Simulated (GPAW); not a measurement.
# Ir3Rh (Pm-3m) in GPAW: settings compared

Aim: see how the results for Ir3Rh move with the level of theory and the settings. Levels: PBEsol+D3(BJ), PBEsol+D3(BJ)+ATM, PBEsol+D4. Tasks: relaxation of cell and atoms.

All numbers are computed with GPAW 26.7.0; they aren't measurements. Logs are shortened: lines on timing, memory, paths and dates and some standing lists are left out, and cuts for length are marked. The log counts tension as positive stress, the text compression.

**1. The structure**

It takes space group Pm-3m (No. 221, cubic). Conventional cell: a = 3.840 Å, b = 3.840 Å, c = 3.840 Å, α = 90.00°, β = 90.00°, γ = 90.00°. Ir (site symmetry 4/mmm) is surrounded by 8 Ir at 2.72 Å and 4 Rh at 2.72 Å. Rh (site symmetry m-3m) has 12 Ir at 2.72 Å as nearest neighbours.

The cell comes from a database or a generator and needn't be the stable form of this composition.

**2. Relaxation of cell and atoms, PBEsol+D3(BJ)**

Contents of run.py:

```python
from ase import Atoms
from ase.calculators.mixing import SumCalculator
from ase.filters import FrechetCellFilter
from ase.io import write
from ase.optimize import BFGS
from dftd3.ase import DFTD3
from gpaw import GPAW, PW, setup_paths

setup_paths.insert(0, '.')

atoms = Atoms(['Ir', 'Ir', 'Ir', 'Rh'],
              cell=[[3.84033585, 0.0, 0.0],
                    [0.0, 3.84033585, 0.0],
                    [0.0, 0.0, 3.84033585]],
              scaled_positions=[[0.5, 0.5, 0.0],
                                [0.0, 0.5, 0.5],
                                [0.5, 0.0, 0.5],
                                [0.0, 0.0, 0.0]],
              pbc=True)

calc = GPAW(mode=PW(600),
            xc='PBEsol',
            kpts={'size': (7, 7, 7), 'gamma': True},
            occupations={'name': 'fermi-dirac', 'width': 0.05},
            nbands=52,
            convergence={'density': 1e-05, 'forces': 0.0001},
            maxiter=150,
            txt='gpaw.txt')
atoms.calc = SumCalculator([calc, DFTD3(method='pbesol', damping='d3bj')])
opt = BFGS(FrechetCellFilter(atoms), trajectory='relax.traj', logfile='-')
done = opt.run(fmax=0.02, steps=60)
calc.write('gs.gpw')
write('result.traj', atoms)
print('Converged:', done)
print('Cell:', atoms.cell.cellpar().round(4))
print('Volume:', round(atoms.get_volume(), 4))
print(atoms.get_scaled_positions().round(5))
```

Potentials or basis: PAW data sets generated in the run's folder for this functional, pw.

Launch:

```bash
$ gpaw-setup -f PBEsol Ir Rh
$ OMP_NUM_THREADS=1 python run.py
```

gpaw.txt:

```text
__  _  _
 | _ |_)|_||  |
 |__||  | ||/\| - 26.7.0

Input parameters:
  mode=PW(ecut=600.0),
  convergence={'density': 1e-05, 'forces': 0.0001},
  kpts=MonkhorstPack(size=(7, 7, 7), gamma=True),
  maxiter=150,
  nbands=52,
  occupations=Occupations(name='fermi-dirac', width=0.05),
  xc=XC(name='PBEsol')

Diagonalizing LCAO Hamiltonian
Converting LCAO to pw mode
   .--------.
  /|        |
 * |        |
 |Ir        |
 | | Ir     |
 | .--------.
 |/    Ir  /
 Rh-------*

Atoms  # Å, Bohr magnetons
|   | symbol |        x |        y |        z |    initial magnetic moments |
|---|--------|----------|----------|----------|-----------------------------|
| 0 |     Ir | 1.920168 | 1.920168 | 0.000000 | ( 0.0000,  0.0000,  0.0000) |
| 1 |     Ir | 0.000000 | 1.920168 | 1.920168 | ( 0.0000,  0.0000,  0.0000) |
| 2 |     Ir | 1.920168 | 0.000000 | 1.920168 | ( 0.0000,  0.0000,  0.0000) |
| 3 |     Rh | 0.000000 | 0.000000 | 0.000000 | ( 0.0000,  0.0000,  0.0000) |

Unit cell  # Å
| periodic |        x |        y |        z |  lengths |    angles |
|----------|----------|----------|----------|----------|-----------|
|      yes | 3.840336 | 0.000000 | 0.000000 | 3.840336 | 90.000000 |
|      yes | 0.000000 | 3.840336 | 0.000000 | 3.840336 | 90.000000 |
|      yes | 0.000000 | 0.000000 | 3.840336 | 3.840336 | 90.000000 |

Number of symmetries: 48
Symmetry operations  # r_c * U_cc + t_c -> r_c
|    | kind |            matrix            |
|----|------|------------------------------|
|  0 |  E   |  1, 0, 0,  0, 1, 0,  0, 0, 1 |
|  1 |  σ   |  1, 0, 0,  0, 1, 0,  0, 0,-1 |
|  2 |  σ   |  1, 0, 0,  0, 0, 1,  0, 1, 0 |
|  3 |  C4  |  1, 0, 0,  0, 0, 1,  0,-1, 0 |
|  4 |  C4  |  1, 0, 0,  0, 0,-1,  0, 1, 0 |
|  5 |  σ   |  1, 0, 0,  0, 0,-1,  0,-1, 0 |
|  6 |  σ   |  1, 0, 0,  0,-1, 0,  0, 0, 1 |
|  7 |  C2  |  1, 0, 0,  0,-1, 0,  0, 0,-1 |
|  8 |  σ   |  0, 1, 0,  1, 0, 0,  0, 0, 1 |
[... 235 lines left out ...]
Stress tensor  # eV/Ang^3
|        x |        y |        z |
|----------|----------|----------|
| 0.039595 | 0.000000 | 0.000000 |
| 0.000000 | 0.039595 | 0.000000 |
| 0.000000 | 0.000000 | 0.039595 |

Forces  # eV/Ang
|        x |        y |       z |
|----------|----------|---------|
| -0.00000 |  0.00000 | 0.00000 |  # Ir   0
|  0.00000 |  0.00000 | 0.00000 |  # Ir   1
| -0.00000 |  0.00000 | 0.00000 |  # Ir   2
|  0.00000 | -0.00000 | 0.00000 |  # Rh   3

Interpolating wave functions to new cell

         Ir
            Ir
              Ir
       Rh

Atoms  # Å, Bohr magnetons
|   | symbol |         x |         y |        z |    initial magnetic moments |
|---|--------|-----------|-----------|----------|-----------------------------|
[... 267 lines left out ...]
|        x |        y |        z |
|----------|----------|----------|
|  0.00000 |  0.00000 |  0.00000 |  # Ir   0
|  0.00000 | -0.00000 |  0.00000 |  # Ir   1
|  0.00000 |  0.00000 |  0.00000 |  # Ir   2
| -0.00000 | -0.00000 | -0.00000 |  # Rh   3

Interpolating wave functions to new cell

        Ir
            Ir
             Ir
       Rh

Atoms  # Å, Bohr magnetons
|   | symbol |         x |         y |         z |    initial magnetic moments |
|---|--------|-----------|-----------|-----------|-----------------------------|
| 0 |     Ir |  1.893449 |  1.893449 | -0.000000 | ( 0.0000,  0.0000,  0.0000) |
| 1 |     Ir |  0.000000 |  1.893449 |  1.893449 | ( 0.0000,  0.0000,  0.0000) |
| 2 |     Ir |  1.893449 | -0.000000 |  1.893449 | ( 0.0000,  0.0000,  0.0000) |
| 3 |     Rh | -0.000000 |  0.000000 |  0.000000 | ( 0.0000,  0.0000,  0.0000) |

Unit cell  # Å
| periodic |        x |         y |         z |  lengths |    angles |
|----------|----------|-----------|-----------|----------|-----------|
|      yes | 3.786898 |  0.000000 |  0.000000 | 3.786898 | 90.000000 |
|      yes | 0.000000 |  3.786898 | -0.000000 | 3.786898 | 90.000000 |
|      yes | 0.000000 | -0.000000 |  3.786898 | 3.786898 | 90.000000 |

Number of symmetries: 48
Symmetry operations  # r_c * U_cc + t_c -> r_c
|    | kind |            matrix            |
|----|------|------------------------------|
|  0 |  E   |  1, 0, 0,  0, 1, 0,  0, 0, 1 |
|  1 |  σ   |  1, 0, 0,  0, 1, 0,  0, 0,-1 |
|  2 |  σ   |  1, 0, 0,  0, 0, 1,  0, 1, 0 |
|  3 |  C4  |  1, 0, 0,  0, 0, 1,  0,-1, 0 |
|  4 |  C4  |  1, 0, 0,  0, 0,-1,  0, 1, 0 |
|  5 |  σ   |  1, 0, 0,  0, 0,-1,  0,-1, 0 |
|  6 |  σ   |  1, 0, 0,  0,-1, 0,  0, 0, 1 |
|  7 |  C2  |  1, 0, 0,  0,-1, 0,  0, 0,-1 |
|  8 |  σ   |  0, 1, 0,  1, 0, 0,  0, 0, 1 |
[... 231 lines left out ...]
No gap
No difference between direct/indirect transitions

Stress tensor  # eV/Ang^3
|         x |         y |         z |
|-----------|-----------|-----------|
| -0.056979 | -0.000000 |  0.000000 |
| -0.000000 | -0.056979 | -0.000000 |
|  0.000000 | -0.000000 | -0.056979 |

Forces  # eV/Ang
|        x |        y |        z |
|----------|----------|----------|
| -0.00000 | -0.00000 | -0.00000 |  # Ir   0
| -0.00000 |  0.00000 |  0.00000 |  # Ir   1
|  0.00000 | -0.00000 | -0.00000 |  # Ir   2
| -0.00000 | -0.00000 |  0.00000 |  # Rh   3

Interpolating wave functions to new cell

        Ir
            Ir
             Ir
       Rh

Atoms  # Å, Bohr magnetons
|   | symbol |         x |         y |        z |    initial magnetic moments |
|---|--------|-----------|-----------|----------|-----------------------------|
| 0 |     Ir |  1.894594 |  1.894594 | 0.000000 | ( 0.0000,  0.0000,  0.0000) |
| 1 |     Ir |  0.000000 |  1.894594 | 1.894594 | ( 0.0000,  0.0000,  0.0000) |
| 2 |     Ir |  1.894594 | -0.000000 | 1.894594 | ( 0.0000,  0.0000,  0.0000) |
| 3 |     Rh | -0.000000 |  0.000000 | 0.000000 | ( 0.0000,  0.0000,  0.0000) |

Unit cell  # Å
| periodic |        x |         y |        z |  lengths |    angles |
|----------|----------|-----------|----------|----------|-----------|
|      yes | 3.789187 |  0.000000 | 0.000000 | 3.789187 | 90.000000 |
|      yes | 0.000000 |  3.789187 | 0.000000 | 3.789187 | 90.000000 |
|      yes | 0.000000 | -0.000000 | 3.789187 | 3.789187 | 90.000000 |

Number of symmetries: 48
Symmetry operations  # r_c * U_cc + t_c -> r_c
|    | kind |            matrix            |
|----|------|------------------------------|
|  0 |  E   |  1, 0, 0,  0, 1, 0,  0, 0, 1 |
|  1 |  σ   |  1, 0, 0,  0, 1, 0,  0, 0,-1 |
|  2 |  σ   |  1, 0, 0,  0, 0, 1,  0, 1, 0 |
|  3 |  C4  |  1, 0, 0,  0, 0, 1,  0,-1, 0 |
|  4 |  C4  |  1, 0, 0,  0, 0,-1,  0, 1, 0 |
|  5 |  σ   |  1, 0, 0,  0, 0,-1,  0,-1, 0 |
|  6 |  σ   |  1, 0, 0,  0,-1, 0,  0, 0, 1 |
|  7 |  C2  |  1, 0, 0,  0,-1, 0,  0, 0,-1 |
|  8 |  σ   |  0, 1, 0,  1, 0, 0,  0, 0, 1 |
[... 229 lines left out ...]
No gap
No difference between direct/indirect transitions

Stress tensor  # eV/Ang^3
|         x |         y |         z |
|-----------|-----------|-----------|
| -0.052390 |  0.000000 |  0.000000 |
|  0.000000 | -0.052390 | -0.000000 |
|  0.000000 | -0.000000 | -0.052390 |

Forces  # eV/Ang
|       x |       y |       z |
|---------|---------|---------|
| 0.00000 | 0.00000 | 0.00000 |  # Ir   0
| 0.00000 | 0.00000 | 0.00000 |  # Ir   1
| 0.00000 | 0.00000 | 0.00000 |  # Ir   2
| 0.00000 | 0.00000 | 0.00000 |  # Rh   3

# Writing to gs.gpw (mode='')
```

stdout:

```text
Step          Energy          fmax
BFGS:    0      -41.898375        1.247681
BFGS:    1      -41.954302        0.850918
BFGS:    2      -41.999926        0.057442
BFGS:    3      -42.000197        0.002295
Converged: True
Cell: [ 3.7892  3.7892  3.7892 90.     90.     90.    ]
Volume: 54.4049
[[0.5 0.5 0. ]
 [0.  0.5 0.5]
 [0.5 0.  0.5]
 [0.  0.  0. ]]
```

It took 2.4 min on 1 thread of Arm Neoverse V2, shared host; peak memory 0.28 GiB.

Results:

```
Free energy                            : -42.0216 eV
Relaxed volume                         : 13.60 Å³/atom
Relaxed cell                           : a = 3.789 Å, b = 3.789 Å, c = 3.789 Å, α = 90.00°, β = 90.00°, γ = 90.00°
Space group after relaxing (to 0.05 Å) : Pm-3m (No. 221)
Energy gained by relaxing              : 25.5 meV/atom
Ionic steps                            : 4
Pressure after relaxing                : 0.0 GPa
Band gap on the k mesh                 : none (metal or under the smearing width)
Dispersion energy per atom             : -0.710 eV
```

The path:
| step | energy change (eV) | largest force (eV/Å) | pressure (GPa) | volume (Å³) |
| --- | --- | --- | --- | --- |
| 1 | 0.0000 | 0.0000 | -14.12 | 56.64 |
| 2 | -0.0559 | 0.0000 | -9.76 | 55.89 |
| 3 | -0.1016 | 0.0000 | 0.68 | 54.31 |
| 4 | -0.1018 | 0.0000 | -0.03 | 54.40 |

Final structure:
```cif
data_structure
_symmetry_space_group_name_H-M 'P 1'
_symmetry_Int_Tables_number 1
_cell_length_a 3.7892
_cell_length_b 3.7892
_cell_length_c 3.7892
_cell_angle_alpha 90.000
_cell_angle_beta 90.000
_cell_angle_gamma 90.000
_cell_volume 54.40
loop_
_atom_site_label
_atom_site_type_symbol
_atom_site_fract_x
_atom_site_fract_y
_atom_site_fract_z
_atom_site_occupancy
Ir1 Ir 0.50000 0.50000 0.00000 1
Ir2 Ir 0.00000 0.50000 0.50000 1
Ir3 Ir 0.50000 0.00000 0.50000 1
Rh1 Rh 0.00000 0.00000 0.00000 1
```

Levels at points of the mesh, in eV from the Fermi level:
| k point | band 28 | band 29 | band 30 | band 31 | band 32 | band 33 |
| --- | --- | --- | --- | --- | --- | --- |
| (0.00, 0.00, 0.00) | 1.21 | 1.21 | 1.24 | 1.85 | 1.85 | 1.85 |

Caveat: later steps reuse the first step's grids; pairwise dispersion overbinds metals, which lowers pressure and volume. Spin-orbit coupling is left out, which matters for the levels of Ir.

**3. Relaxation of cell and atoms, PBEsol+D3(BJ)+ATM**

run.py, as its differences from that of step 2:

```diff
@@ -28,3 +28,3 @@
             txt='gpaw.txt')
-atoms.calc = SumCalculator([calc, DFTD3(method='pbesol', damping='d3bj')])
+atoms.calc = SumCalculator([calc, DFTD3(damping='d3bj', params_tweaks=dict(method='pbesol', atm=True))])
 opt = BFGS(FrechetCellFilter(atoms), trajectory='relax.traj', logfile='-')
```

Potentials or basis: PAW data sets generated in the run's folder for this functional, pw.

Launch:

```bash
$ gpaw-setup -f PBEsol Ir Rh
$ OMP_NUM_THREADS=1 python run.py
```

It took 2.4 min on 1 thread of Arm Neoverse V2, shared host; peak memory 0.25 GiB.

It converged, with:

| Quantity | Value |
| --- | --- |
| Free energy | -41.6282 eV |
| Relaxed volume | 13.68 Å³/atom |
| Relaxed cell | a = 3.797 Å, b = 3.797 Å, c = 3.797 Å, α = 90.00°, β = 90.00°, γ = 90.00° |
| Space group after relaxing (to 0.05 Å) | Pm-3m (No. 221) |
| Energy gained by relaxing | 18.4 meV/atom |
| Ionic steps | 4 |
| Pressure after relaxing | 0.0 GPa |
| Band gap on the k mesh | none (metal or under the smearing width) |
| Dispersion energy per atom | -0.608 eV |

Step by step:
```
step  energy change (eV)  largest force (eV/Å)  pressure (GPa)  volume (Å³)
   1              0.0000                0.0000          -12.04        56.64
   2             -0.0404                0.0000           -8.28        56.00
   3             -0.0734                0.0000            0.48        54.66
   4             -0.0735                0.0000           -0.02        54.73
```

Final structure:
```cif
data_structure
_symmetry_space_group_name_H-M 'P 1'
_symmetry_Int_Tables_number 1
_cell_length_a 3.7967
_cell_length_b 3.7967
_cell_length_c 3.7967
_cell_angle_alpha 90.000
_cell_angle_beta 90.000
_cell_angle_gamma 90.000
_cell_volume 54.73
loop_
_atom_site_label
_atom_site_type_symbol
_atom_site_fract_x
_atom_site_fract_y
_atom_site_fract_z
_atom_site_occupancy
Ir1 Ir 0.50000 0.50000 0.00000 1
Ir2 Ir 0.00000 0.50000 0.50000 1
Ir3 Ir 0.50000 0.00000 0.50000 1
Rh1 Rh 0.00000 0.00000 0.00000 1
```

Levels at points of the mesh, in eV from the Fermi level:
```csv
k point,band 26,band 27,band 28,band 29,band 30,band 31,band 32,band 33,band 34,band 35
"(0.00, 0.00, 0.00)",0.79,1.20,1.20,1.20,1.22,1.83,1.83,1.83,2.13,2.13
```

Caveat: later steps reuse the first step's grids; pairwise dispersion overbinds metals, which lowers pressure and volume. Spin-orbit coupling is left out, which matters for the levels of Ir.

**4. Relaxation of cell and atoms, PBEsol+D4**

run.py, as its differences from that of step 3:

```diff
@@ -5,3 +5,3 @@
 from ase.optimize import BFGS
-from dftd3.ase import DFTD3
+from dftd4.ase import DFTD4
 from gpaw import GPAW, PW, setup_paths
@@ -28,3 +28,3 @@
             txt='gpaw.txt')
-atoms.calc = SumCalculator([calc, DFTD3(damping='d3bj', params_tweaks=dict(method='pbesol', atm=True))])
+atoms.calc = SumCalculator([calc, DFTD4(method='pbesol')])
 opt = BFGS(FrechetCellFilter(atoms), trajectory='relax.traj', logfile='-')
```

Launch:

```bash
$ gpaw-setup -f PBEsol Ir Rh
$ OMP_NUM_THREADS=1 python run.py
```

It took 2.4 min on 1 thread of Arm Neoverse V2, shared host; peak memory 0.25 GiB.

The run converged. Its results:

- Free energy: -41.3863 eV
- Relaxed volume: 13.69 Å³/atom
- Relaxed cell: a = 3.798 Å, b = 3.798 Å, c = 3.798 Å, α = 90.00°, β = 90.00°, γ = 90.00°
- Space group after relaxing (to 0.05 Å): Pm-3m (No. 221)
- Energy gained by relaxing: 17.4 meV/atom
- Ionic steps: 4
- Pressure after relaxing: 0.0 GPa
- Band gap on the k mesh: none (metal or under the smearing width)
- Dispersion energy per atom: -0.547 eV

Step by step:
```csv
step,energy change (eV),largest force (eV/Å),pressure (GPa),volume (Å³)
1,0.0000,0.0000,-11.72,56.64
2,-0.0383,0.0000,-8.05,56.01
3,-0.0694,0.0000,0.45,54.71
4,-0.0696,0.0000,-0.01,54.78
```

Final structure:
```
Ir Rh
1.0
     3.79781    0.00000    0.00000
     0.00000    3.79781    0.00000
     0.00000    0.00000    3.79781
Ir Rh
3 1
Direct
  0.50000 0.50000 0.00000
  0.00000 0.50000 0.50000
  0.50000 0.00000 0.50000
  0.00000 0.00000 0.00000
```

Levels at points of the mesh, in eV from the Fermi level:
```
           k point  band 26  band 27  band 28  band 29  band 30  band 31  band 32  band 33  band 34  band 35
(0.00, 0.00, 0.00)     0.79     1.20     1.20     1.20     1.22     1.83     1.83     1.83     2.13     2.13
```

Caveat: later steps reuse the first step's grids; pairwise dispersion overbinds metals, which lowers pressure and volume. The run has no spin-orbit coupling, so splittings on Ir are missing.

**5. The runs side by side**

```tsv
level	gap on the mesh (eV)	pressure (GPa)	relaxed volume (Å³/atom)
PBEsol+D3(BJ)	none	0.0	13.60
PBEsol+D3(BJ)+ATM	none	0.0	13.68
PBEsol+D4	none	0.0	13.69
```

Alike in all rows: task relaxation of cell and atoms; potentials or basis PAW data sets generated in the run's folder for this functional, pw; no spin polarisation; cell relaxed; k mesh 7 × 7 × 7; cutoff (eV) 600; smearing fermi-dirac 0.05 eV.

Caveats: later steps reuse the first step's grids; pairwise dispersion overbinds metals, which lowers pressure and volume.

Absolute energies hang on the potentials; compare differences alone.
